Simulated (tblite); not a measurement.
# C2H7NOSi (SMILES C/C=N\[SiH2]O): levels of theory compared

We compute a comparison of 3 runs (GFN2-xTB, GFN1-xTB, IPEA1-xTB) of C2H7NOSi. Input form: a Python script.

Program for the calculation: tblite 0.8.0.

6 further runs of the same task are left out: 6 set aside as unsound or not needed.

## (1) The molecule

C2H7NOSi has 12 atoms, charge 0, and is taken as a singlet. As SMILES, `C/C=N\[SiH2]O`. The coordinates come from a GFN2-xTB relaxation. This is one conformer, not always the lowest.

Bond lengths: C1–C2 1.493 Å, C2–N3 1.248 Å, N3–Si4 1.726 Å, Si4–O5 1.625 Å, C1–H6 1.089 Å, C1–H7 1.089 Å, C1–H8 1.086 Å, C2–H9 1.094 Å, Si4–H10 1.464 Å, Si4–H11 1.459 Å, O5–H12 0.953 Å. Some angles: C1–C2–N3 128.1°, C2–N3–Si4 135.7°, N3–Si4–O5 106.3°, C1–C2–H9 114.5°, N3–C2–H9 117.4°, C2–C1–H6 109.2°, C2–C1–H7 109.6°, C2–C1–H8 110.8°, N3–Si4–H10 103.7°, N3–Si4–H11 120.2°.

## (2) Energy and one-electron properties at GFN2-xTB (run 1)

The input, molecule.xyz:

```xyz
12
start geometry
C     -1.219810    -0.647300     1.322780
C     -0.177960     0.412990     1.185400
N      0.563370     0.643000     0.208030
Si     0.835550    -0.082400    -1.333850
O      1.130950     1.137790    -2.364930
H     -0.972290    -1.285520     2.170160
H     -2.185090    -0.186170     1.527770
H     -1.281640    -1.247630     0.419500
H     -0.069170     1.057630     2.062710
H      2.012500    -0.925940    -1.118070
H     -0.246870    -0.780040    -2.019090
H      1.610460     1.903600    -2.060400
```

The input, job.py:

```python
"""GFN2-xTB single point with population analysis"""
import json
import numpy as np
from tblite.interface import Calculator
from tblite.interface import symbols_to_numbers

symbols = list(map(str, np.loadtxt("molecule.xyz", skiprows=2, usecols=0, dtype=str, ndmin=1)))
numbers = np.array(symbols_to_numbers(symbols))
positions = np.loadtxt("molecule.xyz", skiprows=2, usecols=(1, 2, 3), ndmin=2) / 0.529177210903

tb = Calculator("GFN2-xTB", numbers, positions, charge=0, uhf=0)
tb.add("bond-orders")
tb.add("molecular-multipoles")
res = tb.singlepoint()

thr = 0.2
print(f"total energy: {res.get('energy') * 2625.4996:.8f} kJ/mol")
eps = np.atleast_2d(res.get("orbital-energies")) * 27.211386
occ = np.atleast_2d(res.get("orbital-occupations"))
filled = occ.sum(axis=0) if eps.shape[0] == 1 else occ[0]
homo = np.nonzero(filled > 0.5)[0].max()
print("  MO   occupation   energy/eV")
for i in range(max(0, homo - 4), min(eps.shape[1], homo + 5)):
    print(f"{i + 1:4d} {filled[i]:10.4f} {eps[0, i]:12.4f}")
mu = res.get("dipole") * 2.541746
print(f"dipole: {np.linalg.norm(mu):.4f} D, components " + " ".join(f"{c:.4f}" for c in mu))
q = res.get("charges")
print("atom     charge    atomic energy/Eh")
for i, (s, e) in enumerate(zip(symbols, res.get("energies"))):
    print(f"{s:<2}{i + 1:<3} {q[i]:9.4f} {e:14.6f}")
bo = res.get("bond-orders")
bo = bo[..., 0] if bo.ndim == 3 else bo
print("Bond orders above {}:".format(thr))
for i in range(len(symbols)):
    for k in range(i):
        if bo[i, k] > thr:
            print(f"  {symbols[k]}{k + 1}-{symbols[i]}{i + 1}  {bo[i, k]:.3f}")
print("traceless quadrupole (xx xy yy xz yz zz, e bohr^2):", np.round(res.get("quadrupole"), 4))
out = {k: np.asarray(res.get(k)).tolist() for k in ("energy", "gradient", "charges", "dipole", "orbital-energies", "orbital-occupations", "bond-orders", "energies", "quadrupole")}
out.update(symbols=symbols, positions=(positions * 0.529177210903).tolist())
json.dump(out, open("results.json", "w"))
```

Started as:

```bash
$ python job.py
```

What it wrote:

```text
------------------------------------------------------------
  cycle        total energy    energy error   density error
------------------------------------------------------------
      1     -16.36280534390  -1.6562790E+01   3.0774319E-01
      2     -16.59320902255  -2.3040368E-01   1.1854009E-01
      3     -16.60356593809  -1.0356916E-02   7.7496083E-02
      4     -16.61389386064  -1.0327923E-02   2.7093381E-02
      5     -16.61648172316  -2.5878625E-03   1.2614290E-02
      6     -16.61659984231  -1.1811915E-04   7.0450889E-03
      7     -16.61663357625  -3.3733932E-05   3.4951551E-03
      8     -16.61671717220  -8.3595958E-05   1.3256301E-03
      9     -16.61672368511  -6.5129017E-06   3.0677131E-04
     10     -16.61672386506  -1.7995650E-07   1.7089437E-04
     11     -16.61672404320  -1.7813949E-07   5.8716258E-05
     12     -16.61672406563  -2.2424249E-08   8.0657679E-06
------------------------------------------------------------

 total:                                   0.004 sec
total energy: -43627.20238761 kJ/mol
  MO   occupation   energy/eV
  11     2.0000     -12.5542
  12     2.0000     -12.2032
  13     2.0000     -12.0085
  14     2.0000     -10.9588
  15     2.0000      -9.8331
  16     0.0000      -6.8315
  17     0.0000      -3.8476
  18     0.0000      -3.5422
  19     0.0000      -2.2257
dipole: 2.3037 D, components -0.8979 -0.2039 2.1116
atom     charge    atomic energy/Eh
C 1     -0.1263      -2.193933
C 2      0.0927      -2.146997
N 3     -0.3107      -2.937207
Si4      0.5209      -1.815266
O 5     -0.4876      -4.142161
H 6      0.0608      -0.483267
H 7      0.0614      -0.483114
H 8      0.0481      -0.490708
H 9      0.0343      -0.487463
H 10    -0.1040      -0.504881
H 11    -0.0892      -0.500808
H 12     0.2996      -0.430919
Bond orders above 0.2:
  C1-C2  1.027
  C2-N3  1.944
  N3-Si4  1.074
  Si4-O5  1.155
  C1-H6  0.960
  C1-H7  0.961
  C1-H8  0.987
  C2-H9  0.945
  Si4-H10  0.873
  Si4-H11  0.880
  O5-H12  0.891
traceless quadrupole (xx xy yy xz yz zz, e bohr^2): [ 1.5437  4.4959  1.9932 -3.554  -1.0067 -3.5369]
```

It took 0.16 s on 1 thread of Arm Neoverse V1, shared host.

Atomic charges (e):

| atom | Mulliken |
| --- | --- |
| C1 | -0.126 |
| C2 | +0.093 |
| N3 | -0.311 |
| Si4 | +0.521 |
| O5 | -0.488 |
| H6 | +0.061 |
| H7 | +0.061 |
| H8 | +0.048 |
| H9 | +0.034 |
| H10 | -0.104 |
| H11 | -0.089 |
| H12 | +0.300 |

## (3) Energy and forces at GFN1-xTB (run 2)

The input, calc.py:

```python
import json
import numpy as np
from tblite.interface import Calculator

symbols = ["C", "C", "N", "Si", "O", "H", "H", "H", "H", "H", "H", "H"]
numbers = np.array([6, 6, 7, 14, 8, 1, 1, 1, 1, 1, 1, 1])
positions = np.array([  # bohr
    [-2.305107, -1.223220, 2.499692],
    [-0.336296, 0.780438, 2.240081],
    [1.064615, 1.215094, 0.393120],
    [1.578961, -0.155713, -2.520611],
    [2.137186, 2.150111, -4.469070],
    [-1.837362, -2.429281, 4.101008],
    [-4.129222, -0.351810, 2.887067],
    [-2.421949, -2.357679, 0.792740],
    [-0.130712, 1.998631, 3.897957],
    [3.803074, -1.749773, -2.112846],
    [-0.466517, -1.474062, -3.815527],
    [3.043328, 3.597283, -3.893592],
])

xtb = Calculator("GFN1-xTB", numbers, positions, charge=0, uhf=0)
xtb.set("verbosity", 0)
sp = xtb.singlepoint()

print(f"Energy: {sp.get('energy'):.8f} Eh")
eps = np.atleast_2d(sp.get("orbital-energies")) * 27.211386
occ = np.atleast_2d(sp.get("orbital-occupations"))
filled = occ.sum(axis=0) if eps.shape[0] == 1 else occ[0]
homo = np.nonzero(filled > 0.5)[0].max()
print("  MO   occupation   energy/eV")
for i in range(max(0, homo - 4), min(eps.shape[1], homo + 5)):
    print(f"{i + 1:4d} {filled[i]:10.4f} {eps[0, i]:12.4f}")
mu = sp.get("dipole") * 2.541746
print(f"|mu|: {np.linalg.norm(mu):.4f} D, components " + " ".join(f"{c:.4f}" for c in mu))
q = sp.get("charges")
g = sp.get("gradient")
print("atom     charge      dE/dx        dE/dy        dE/dz   (Eh/bohr)")
for i, s in enumerate(symbols):
    print(f"{s:<2}{i + 1:<3} {q[i]:9.4f} {g[i, 0]:12.7f} {g[i, 1]:12.7f} {g[i, 2]:12.7f}")
print(f"gradient norm {np.linalg.norm(g):.6f} Eh/bohr")
out = {k: np.asarray(sp.get(k)).tolist() for k in ("energy", "gradient", "charges", "dipole", "orbital-energies", "orbital-occupations")}
out.update(symbols=symbols, positions=(positions * 0.529177210903).tolist())
json.dump(out, open("results.json", "w"))
```

Started as:

```bash
$ python calc.py
```

What it wrote:

```text
Energy: -17.83670800 Eh
  MO   occupation   energy/eV
  11     2.0000     -13.7968
  12     2.0000     -13.1462
  13     2.0000     -12.7404
  14     2.0000     -11.8372
  15     2.0000     -10.6783
  16     0.0000      -7.3847
  17     0.0000      -4.0451
  18     0.0000      -3.7767
  19     0.0000      -3.3211
|mu|: 2.6255 D, components -0.6709 0.4483 2.4984
atom     charge      dE/dx        dE/dy        dE/dz   (Eh/bohr)
C 1     -0.1124    0.0014967    0.0010795    0.0001054
C 2      0.2052    0.0015177   -0.0118232   -0.0218012
N 3     -0.3565   -0.0004808    0.0114147    0.0183880
Si4      0.3911   -0.0038974    0.0076633    0.0116502
O 5     -0.5090   -0.0046839    0.0005873   -0.0093862
H 6      0.0454   -0.0001295    0.0012173   -0.0006483
H 7      0.0458    0.0015328   -0.0000348    0.0001877
H 8      0.0482    0.0010626    0.0018219    0.0014038
H 9      0.0096    0.0028737    0.0002118   -0.0063056
H 10    -0.0717    0.0049079   -0.0038456    0.0015876
H 11    -0.0631   -0.0034998   -0.0016444   -0.0045053
H 12     0.3675   -0.0006999   -0.0066478    0.0093239
gradient norm 0.040945 Eh/bohr
```

It took 0.16 s on 1 thread of Arm Neoverse V1, shared host.

## (4) The charge distribution at IPEA1-xTB (run 3)

The input, calc.py:

```python
# IPEA1-xTB spin-state energies
import json
import numpy as np
from tblite.interface import Calculator

symbols = ["C", "C", "N", "Si", "O", "H", "H", "H", "H", "H", "H", "H"]
numbers = np.array([6, 6, 7, 14, 8, 1, 1, 1, 1, 1, 1, 1])
positions = np.array([
    [-1.219810, -0.647300, 1.322780],
    [-0.177960, 0.412990, 1.185400],
    [0.563370, 0.643000, 0.208030],
    [0.835550, -0.082400, -1.333850],
    [1.130950, 1.137790, -2.364930],
    [-0.972290, -1.285520, 2.170160],
    [-2.185090, -0.186170, 1.527770],
    [-1.281640, -1.247630, 0.419500],
    [-0.069170, 1.057630, 2.062710],
    [2.012500, -0.925940, -1.118070],
    [-0.246870, -0.780040, -2.019090],
    [1.610460, 1.903600, -2.060400],
]) / 0.5291772  # angstrom to bohr

def run(charge, uhf):
    tb = Calculator("IPEA1-xTB", numbers, positions, charge=charge, uhf=uhf)
    tb.add("spin-polarization", 1.0)
    return tb.singlepoint()

states = [[0, 0], [0, 2], [0, 4], [0, 6]]  # charge, unpaired electrons
runs = [run(q, n) for q, n in states]
e = np.array([x.get('energy') for x in runs])
for (q, n), x in zip(states, e):
    print(f"charge {q:+d}, {n} unpaired: E = {x:.8f} Eh, relative {(x - e[0]) * 2625.4996:.4f} kJ/mol")
out = {k: np.asarray(runs[0].get(k)).tolist() for k in ("energy", "gradient", "charges", "dipole", "orbital-energies", "orbital-occupations")}
out.update(symbols=symbols, positions=(positions * 0.529177210903).tolist(), state_energies=e.tolist(), state_charges=[x.get("charges").tolist() for x in runs])
json.dump(out, open("results.json", "w"))
```

Started as:

```bash
$ python calc.py
```

What it wrote:

```text
------------------------------------------------------------
  cycle        total energy    energy error   density error
------------------------------------------------------------
      1     -18.96176166564  -1.9227389E+01   3.8732558E-01
      2     -19.05396697462  -9.2205309E-02   2.5735068E-01
      3     -19.10670479174  -5.2737817E-02   1.8571137E-01
[... 6 lines of this table left out ...]
     10     -19.33973706893  -2.6139814E-07   1.2917261E-05
------------------------------------------------------------

 total:                                   0.010 sec
------------------------------------------------------------
  cycle        total energy    energy error   density error
------------------------------------------------------------
      1     -18.60981729723  -1.8875444E+01   3.7549648E-01
      2     -18.40653435477   2.0328294E-01   3.3771967E-01
      3     -18.83426339145  -4.2772904E-01   1.8535639E-01
[... 13 lines of this table left out ...]
     17     -19.18739382097  -1.9749216E-09   6.9926404E-06
------------------------------------------------------------

 total:                                   0.014 sec
------------------------------------------------------------
  cycle        total energy    energy error   density error
------------------------------------------------------------
      1     -18.42778072581  -1.8693408E+01   4.2910422E-01
      2     -18.15221847291   2.7556225E-01   3.4436149E-01
      3     -18.37012155711  -2.1790308E-01   2.3096914E-01
[... 17 lines of this table left out ...]
     21     -18.95741061685  -5.3343001E-09   8.1875036E-06
------------------------------------------------------------

 total:                                   0.016 sec
------------------------------------------------------------
  cycle        total energy    energy error   density error
------------------------------------------------------------
      1     -18.09504450386  -1.8360672E+01   4.3498991E-01
      2     -17.65762222219   4.3742228E-01   4.5112321E-01
      3     -18.31092512719  -6.5330291E-01   2.3863129E-01
[... 12 lines of this table left out ...]
     16     -18.69942231589  -6.6867720E-09   1.9055580E-05
------------------------------------------------------------

 total:                                   0.013 sec
charge +0, 0 unpaired: E = -19.33973707 Eh, relative 0.0000 kJ/mol
charge +0, 2 unpaired: E = -19.18739382 Eh, relative 399.9771 kJ/mol
charge +0, 4 unpaired: E = -18.95741062 Eh, relative 1003.7979 kJ/mol
charge +0, 6 unpaired: E = -18.69942232 Eh, relative 1681.1461 kJ/mol
```

Run time: 0.2 s. Hardware: 1 thread of Arm Neoverse V1, shared host.

Atomic charges (e):

| atom | Mulliken |
| --- | --- |
| C1 | -0.055 |
| C2 | +0.111 |
| N3 | -0.255 |
| Si4 | +0.211 |
| O5 | -0.311 |
| H6 | +0.047 |
| H7 | +0.046 |
| H8 | +0.045 |
| H9 | +0.050 |
| H10 | -0.065 |
| H11 | -0.057 |
| H12 | +0.234 |

## (5) All runs side by side

| run | level | task | spin polarization | energy (Eh) | dipole moment (D) | HOMO energy (eV) | LUMO energy (eV) | wall time |
| --- | --- | --- | --- | --- | --- | --- | --- | --- |
| 1 | GFN2-xTB | properties | – | -16.616724 | 2.30 | -9.83 | -6.83 | 0.16 s |
| 2 | GFN1-xTB | gradient | – | -17.836708 | 2.63 | -10.68 | -7.38 | 0.16 s |
| 3 | IPEA1-xTB | properties | 1 | -19.339737 | 3.27 | -11.16 | -7.05 | 0.2 s |

## (6) Summary of results

```
                       quantity         value
            run 3: total energy  -19.33974 Eh
           run 3: dipole moment        3.27 D
             run 3: HOMO energy     -11.16 eV
             run 3: LUMO energy      -7.05 eV
           run 3: HOMO–LUMO gap       4.11 eV
run 3: largest force on an atom    2.065 eV/Å
```

In words: The dipole moment (its size) runs from 2.30 D (GFN2-xTB) to 3.27 D (IPEA1-xTB). The HOMO–LUMO gap runs from 3.00 eV (GFN2-xTB) to 4.11 eV (IPEA1-xTB). Force-field and semi-empirical energies have zeros of their own, so their totals don't compare. All runs together took 0.52 s, the longest 0.2 s.
